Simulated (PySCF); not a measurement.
**AlGa: from the state search to spectroscopic constants**

An exercise on one series of results from a longer session: the logs are not shown, and one member is left open.

The runs use PySCF 2.14.0; Al pcseg-1, Ga pcseg-1, no relativity.

Set-up of the first run:

Settings of the job:

| Item | Value |
| --- | --- |
| atoms | Al, Ga |
| charge | 0 |
| basis | Al pcseg-1, Ga pcseg-1 |
| Hamiltonian | no relativity |
| basis functions | 45 |
| electrons treated | 44 |
| masses in u | 26.9815, 68.9256 |
| levels | PBE0, PBE, r²SCAN, PW91, B97-3, r²SCAN0, CAM-B3LYP, HF, MP2, SCS-MP2, CCSD, CCSD(T) |
| grid | 80 radial by 434 angular points |
| occupations | held fixed by the projection of orbital angular momentum |
| dissociation limit | Al + Ga, each in its ground configuration |
| starting distance in angstrom | 2.400 |
| values of 2S to try | 0, 2 |

Launch:

```bash
$ OMP_NUM_THREADS=1 python dia.py task.json out
```

Steps of the session up to this table: Input; The PBE0 curve of the state that the search chose; Other states along the same grid; PBE (GGA); r²SCAN; PW91; B97-3; r²SCAN0; CAM-B3LYP (range-separated hybrid); UHF (mean field); Adding correlation.

One of the session's tables, all rows but one given; the rest of the session is left out.

Energy (eV) from each level's lowest point:

```
R (Å)    UHF  UHF-MP2  UHF-SCS-MP2  UHF-CCSD  UHF-CCSD(T)
2.337  0.488    0.431        0.431       n/a          n/a
2.445  0.230    0.189        0.188     0.206        0.203
2.554  0.082    0.057        0.056     0.068        0.066
2.635  0.024    0.011        0.011     0.017        0.016
2.717  0.000    0.000        0.000     0.000        0.000
2.799  0.003    0.015        0.016     0.009        0.010
2.907  0.039    0.066        0.069     0.052        0.052
3.043      ?        ?            ?         ?            ?
3.206  0.248    0.310        0.321     0.266        0.264
3.423  0.447    0.520        0.541       n/a          n/a
```

Q: Estimate the row for R (Å) = 3.043 from the others.

Worked estimate for «UHF». A straight line through the neighbours (2.907, 0.039) and (3.206, 0.248) gives 0.039 + (0.248 − 0.039) × (3.043 − 2.907) / (3.206 − 2.907) = 0.134; a parabola fitted to 4 rows on both sides gives 0.124.

As computed: UHF: 0.119; UHF-MP2: 0.163; UHF-SCS-MP2: 0.169; UHF-CCSD: 0.137; UHF-CCSD(T): 0.137. In «UHF» the line misses by +0.015 and the parabola by +0.005.

State 2 has its PBE0 minimum 0.09 eV higher. The other levels ran on the lowest alone.
